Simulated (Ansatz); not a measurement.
# ClFH6Si2: a barrier at many levels of theory

Aim: the barrier and energy of one elementary step (Si1–F7 formed, Cl2–H6 formed, Si1–Cl2 broken, H6–F7 broken) from LDA up to coupled cluster, on fixed structures, to see where each rung fails.

Method: single points in def2-TZVPP on PBE0-D4/def2-TZVP structures; program: Ansatz 0.2.0, Gaussian basis.

Levels: SPW92, PBE-D4, BLYP-D4, r2SCAN-D4, B97M-V, PBE0-D4, B3LYP-D4, r2SCAN0-D4, BHLYP-D4, CAM-B3LYP-D4, wB97X-V, wB97M-V, B2PLYP, PBE-QIDH, RPA on PBE, Hartree-Fock, MP2, CCSD, CCSD(T). The reference is CCSD(T) at the basis limit, from triple and quadruple zeta. Zero-point energies come from PBE0-D4 vibrations.

Correlated methods freeze the cores. B3LYP uses VWN-RPA correlation. B2PLYP carries no dispersion term here.

23 further runs of the same task are left out: 23 set aside as unsound or not needed.

## Step 1: Start, saddle and end, as given

Charge 0, multiplicity 1. The folders r, ts and p hold the start, the saddle and the end; their coordinates stand in the first inputs.

```tsv
pair	r (Å)	ts (Å)	p (Å)
Si1–F7	3.599	1.991	1.622
Cl2–H6	2.235	1.722	1.286
Si1–Cl2	2.088	2.426	4.183
H6–F7	0.929	1.018	1.996
```

## Step 2: wB97M-V/def2-TZVPP

Contents of r/in.yaml:

```yaml
crystal:
  periodic: [false, false, false]
  atoms:
    - {symbol: Si, position_ang: [-0.305385, -0.097579, -0.231846]}
    - {symbol: Cl, position_ang: [0.981998, 1.413902, -0.879817]}
    - {symbol: H, position_ang: [-0.270572, -1.158270, -1.266585]}
    - {symbol: H, position_ang: [-1.661103, 0.497966, -0.165946]}
    - {symbol: Si, position_ang: [0.463514, -0.835002, 1.849064]}
    - {symbol: H, position_ang: [-0.207592, 1.642295, -2.758643]}
    - {symbol: F, position_ang: [-0.865573, 1.512605, -3.401406]}
    - {symbol: H, position_ang: [0.458370, 0.300230, 2.806711]}
    - {symbol: H, position_ang: [-0.436843, -1.910291, 2.343568]}
    - {symbol: H, position_ang: [1.843186, -1.365957, 1.704900]}
basis:
  gaussian: {orbitals: def2-TZVPP}
hamiltonian: {xc: {name: wB97M-V}}
```

Contents of ts/in.yaml:

```yaml
crystal:
  periodic: [false, false, false]
  atoms:
    - {symbol: Si, position_ang: [-0.700812, 0.013463, -0.471306]}
    - {symbol: Cl, position_ang: [0.682630, 2.006197, -0.423129]}
    - {symbol: H, position_ang: [-1.106132, -1.228228, -1.194918]}
    - {symbol: H, position_ang: [-1.930472, 0.794616, -0.231630]}
    - {symbol: Si, position_ang: [0.527764, -0.729248, 1.371171]}
    - {symbol: H, position_ang: [0.318889, 1.323689, -1.961457]}
    - {symbol: F, position_ang: [-0.184169, 0.517315, -2.327393]}
    - {symbol: H, position_ang: [0.591826, 0.323447, 2.414789]}
    - {symbol: H, position_ang: [-0.098035, -1.963238, 1.924117]}
    - {symbol: H, position_ang: [1.898510, -1.058114, 0.899758]}
basis:
  gaussian: {orbitals: def2-TZVPP}
hamiltonian: {xc: {name: wB97M-V}}
```

Contents of p/in.yaml:

```yaml
crystal:
  periodic: [false, false, false]
  atoms:
    - {symbol: Si, position_ang: [-1.105449, -0.453220, -0.610809]}
    - {symbol: Cl, position_ang: [1.982954, 2.364868, -0.742201]}
    - {symbol: H, position_ang: [-1.135409, -1.686298, -1.438002]}
    - {symbol: H, position_ang: [-2.480813, -0.144089, -0.143395]}
    - {symbol: Si, position_ang: [0.399359, -0.640459, 1.175194]}
    - {symbol: H, position_ang: [0.925065, 1.924297, -1.324777]}
    - {symbol: F, position_ang: [-0.670015, 0.756400, -1.599579]}
    - {symbol: H, position_ang: [0.409370, 0.599920, 1.990131]}
    - {symbol: H, position_ang: [-0.090822, -1.773032, 2.009031]}
    - {symbol: H, position_ang: [1.765759, -0.948487, 0.684408]}
basis:
  gaussian: {orbitals: def2-TZVPP}
hamiltonian: {xc: {name: wB97M-V}}
```

The command line of these runs was not kept.

The runs that follow: CCSD(T)/def2-TZVPP; MP2/def2-QZVPP; Vibrations of the start structure; Vibrations of the end structure.

Q: Predict the outcome of this session. Wanted: barrier, CCSD(T)/CBS; reverse barrier, CCSD(T)/CBS; step energy, CCSD(T)/CBS; barrier with zero-point energy; step energy with zero-point energy; imaginary mode at the saddle; largest T1 diagnostic.

The runs gave:

| quantity | value |
| --- | --- |
| barrier, CCSD(T)/CBS | 30.2 kcal/mol |
| reverse barrier, CCSD(T)/CBS | 36.5 kcal/mol |
| step energy, CCSD(T)/CBS | -6.4 kcal/mol |
| barrier with zero-point energy | 29.8 kcal/mol |
| step energy with zero-point energy | -7.5 kcal/mol |
| imaginary mode at the saddle | 295i cm⁻¹ |
| largest T1 diagnostic | 0.012 |

What this shows: PBE-QIDH is the best functional here (-0.5 kcal/mol from CCSD(T)/CBS); SPW92 is the worst (-13.4 kcal/mol). By rung, the mean size of the error is: LDA 13.4, GGA 5.7, meta-GGA 3.5, hybrid 2.2, range-separated hybrid 2.2, double hybrid 0.5 kcal/mol. PBE-D4 gives a barrier 6.7 kcal/mol too low, outside chemical accuracy (1 kcal/mol). Every functional without exact exchange puts the forward barrier too low. The barrier rises with the share of exact exchange, from BLYP-D4 through B3LYP-D4 to BHLYP-D4 (-4.6, -2.0, +1.6 kcal/mol). Hartree-Fock, with no correlation, is off by +11.3 kcal/mol. Zero-point motion lowers the barrier by 0.4 kcal/mol.
